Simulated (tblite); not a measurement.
# GFN1-xTB run of ZnBSiH3O

We compute the response to a field of ZnBSiH3O. The job is set up through a Python script.

Program for the calculation: tblite 0.8.0.

29 further runs of the same task are left out: 29 set aside as unsound or not needed.

## (1) The structure to begin with

The species is ZnBSiH3O (7 atoms), meant as a singlet with charge 0. Geometry: a GFN2-xTB relaxation, a rough one for these elements and not checked as a minimum.

Bond lengths: O1–B2 1.379 Å, B2–Si3 1.845 Å, B2–Zn4 2.147 Å, O1–H5 0.957 Å, Si3–H6 1.470 Å, Si3–H7 1.484 Å. Angles: O1–B2–Si3 134.8°, O1–B2–Zn4 105.0°, Si3–B2–Zn4 98.4°, B2–O1–H5 117.9°, B2–Si3–H6 127.1°, B2–Si3–H7 119.1°, H6–Si3–H7 104.7°.

## (2) The response to a field at GFN1-xTB

The input, geom.xyz:

```xyz
7

O     -1.559330     0.814340    -0.529230
B     -0.284980     0.296840    -0.430540
Si     0.770330    -0.301970     0.959890
Zn    -0.327090    -1.507130    -1.594000
H     -1.715320     1.497060    -1.180980
H      1.270280     0.485910     2.095480
H      1.846120    -1.285050     0.679380
```

The input, job.py:

```python
import json
import numpy as np
from tblite.interface import Calculator
from tblite.library import ffi
from tblite.interface import symbols_to_numbers

symbols = list(map(str, np.loadtxt("geom.xyz", skiprows=2, usecols=0, dtype=str, ndmin=1)))
numbers = np.array(symbols_to_numbers(symbols))
positions = np.loadtxt("geom.xyz", skiprows=2, usecols=(1, 2, 3), ndmin=2) / 0.5291772

def dipole(field):
    tb = Calculator("GFN1-xTB", numbers, positions, charge=0, uhf=0)
    tb.set("verbosity", 0)
    tb.set("accuracy", 0.01)
    tb.add("electric-field", ffi.new("double[3]", list(field)))
    return tb.singlepoint()

F = 0.001  # field step, atomic units
wfn = dipole([0.0, 0.0, 0.0])
alpha = np.array([(dipole(F * v).get('dipole') - dipole(-F * v).get('dipole')) / (2 * F) for v in np.eye(3)])
print(f"E = {wfn.get('energy'):.8f} Eh")
print("polarizability tensor (bohr^3)")
for row in alpha:
    print("".join(f"{v:12.4f}" for v in row))
w = np.linalg.eigvalsh((alpha + alpha.T) / 2)
print("principal values", np.round(w, 3), " isotropic %.3f" % w.mean())
out = {k: np.asarray(wfn.get(k)).tolist() for k in ("energy", "gradient", "charges", "dipole", "orbital-energies", "orbital-occupations")}
out.update(symbols=symbols, positions=(positions * 0.529177210903).tolist(), alpha=alpha.tolist())
json.dump(out, open("results.json", "w"))
```

Started as:

```console
$ python job.py
```

**Question.** What will come out? Wanted: total energy; dipole moment; HOMO energy; LUMO energy; HOMO–LUMO gap; largest force on an atom; mean static polarisability.

**Answer.** As computed:

At GFN1-xTB:

| quantity | value |
| --- | --- |
| total energy | -10.35638 Eh |
| dipole moment | 2.66 D |
| HOMO energy | -9.35 eV |
| LUMO energy | -7.22 eV |
| HOMO–LUMO gap | 2.14 eV |
| largest force on an atom | 1.639 eV/Å |
| mean static polarisability | 110.1 bohr³ |

What this shows: Mulliken charges run from -0.54 on O1 to +0.35 on H5. The largest force is 1.64 eV/Å: the shape isn't a stationary point for this species at this level.
